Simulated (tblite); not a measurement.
# C4H8NSSi: the cost of one run

The runs use tblite 0.8.0 and PySCF 2.14.0, with density-fitted response routines of our own; the level of theory stands in each step. All values are computed, except where a source is named. Atoms count from 0, in the outputs and in this text.

**1. Starting geometry**

15 atoms, charge 0, multiplicity 2; geometry from: force field or distance geometry start.

Bonds of the start (Å): C0–S1 1.81, S1–Si2 2.17, Si2–N3 1.79, Si2–C4 1.86, C4–C5 1.48, C5–C6 1.33, C6–C4 1.49, C0–H7 1.10, C0–H8 1.12, C0–H9 1.12, Si2–H10 1.49, N3–H11 1.04, N3–H12 1.04, C5–H13 1.11, C6–H14 1.10.

**2. Relaxing the molecule with GFN2-xTB**

The job: settings as JSON, then the geometry in Å.

```
{"job": {"kind": "relax", "xc": "GFN2-xTB", "basis": "xTB"}, "charge": 0, "multiplicity": 2}
C     -2.959600    -0.753600    -0.180900
S     -1.418400    -1.465600    -0.813600
Si     0.138800    -0.254700     0.087100
N      0.403000     1.238500    -0.866000
C      1.725300    -1.190800     0.336300
C      2.950200    -0.487600    -0.110400
C      2.678900    -0.420600     1.186900
H     -3.799000    -0.859500    -0.878500
H     -2.749400     0.345300    -0.102100
H     -3.185800    -1.166300     0.836700
H     -0.403100     0.162100     1.411400
H      0.057900     1.055500    -1.834700
H     -0.029000     2.051100    -0.391400
H      3.666000    -0.183900    -0.901900
H      2.919800    -0.073300     2.199000
```

Command:

```bash
> OMP_NUM_THREADS=1 python probes_run.py task.json out
```

This one command runs all jobs of the session in turn.

**Question.** How long does this first job take on 1 thread of Arm Neoverse V2, shared host?

About 1.5 s.
